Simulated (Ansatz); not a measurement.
Run this with Ansatz 0.2.0, Python API and show what comes out.

`cas_ch3ass.py`
```python
# -*- coding: utf-8 -*-
'''Active-space calculation on CH3AsS.'''

import ansatz as az
from ase import Atoms

params = {
    'basis_set': 'def2-SVP',
}


def main():
    atoms = Atoms(['S', 'C', 'As', 'H', 'H', 'H'], positions=[
        (-0.5524, -1.6723, 1.1291),
        (-0.1429, -0.8486, 0.0075),
        (0.7799, 0.821, 0.3085),
        (-0.2404, -1.1776, -1.0091),
        (0.7013, 1.2307, -1.1978),
        (-0.5035, 1.5828, 0.7156),
    ])
    molecule = az.Crystal.molecule_from_ase(atoms)

    model = (
        molecule.calculation()
        .basis(gaussian=params['basis_set'])
        .correlation(active_electrons=6, active_orbitals=6)
    )
    for method in ['sc_nevpt2']:
        summary = (model if method is None else model.correlation(method)).run().report
        space = summary['configurations']
        state = space['states'][0]
        print(method or 'casscf', f'total {summary["free_energy_ev"] / 27.211386246:.6f} Ha, active-space state {state["energy"]["hartree"]:.6f} Ha, mean field {summary["reference_energy_ev"] / 27.211386246:.6f} Ha')
        print('  determinants', state['n_determinants'], ' natural occupations', [round(n, 3) for n in space['natural_occupations']])
    print('effectively unpaired electrons, sum of min(n, 2 - n):', round(sum(min(n, 2 - n) for n in space['natural_occupations']), 3))


if __name__ == '__main__':
    main()
```

```console
$ python cas_ch3ass.py
sc_nevpt2 total -2671.312450 Ha, active-space state -2670.898344 Ha, mean field -2670.830455 Ha
  determinants 400  natural occupations [1.983, 1.975, 1.946, 0.055, 0.025, 0.017]
effectively unpaired electrons, sum of min(n, 2 - n): 0.194
```

Reading the output:
- Total energies depend on the basis set; only differences at equal settings carry meaning.
- The geometry is a force-field or estimated start, not a minimum of this method, and the basis set is short of its limit. The active space starts as a window about the frontier orbitals and is then optimised, not chosen by chemistry.
- The whole script took 6.9 s on 1 thread of Arm Neoverse V2 (shared host), peak memory 0.25 GiB.
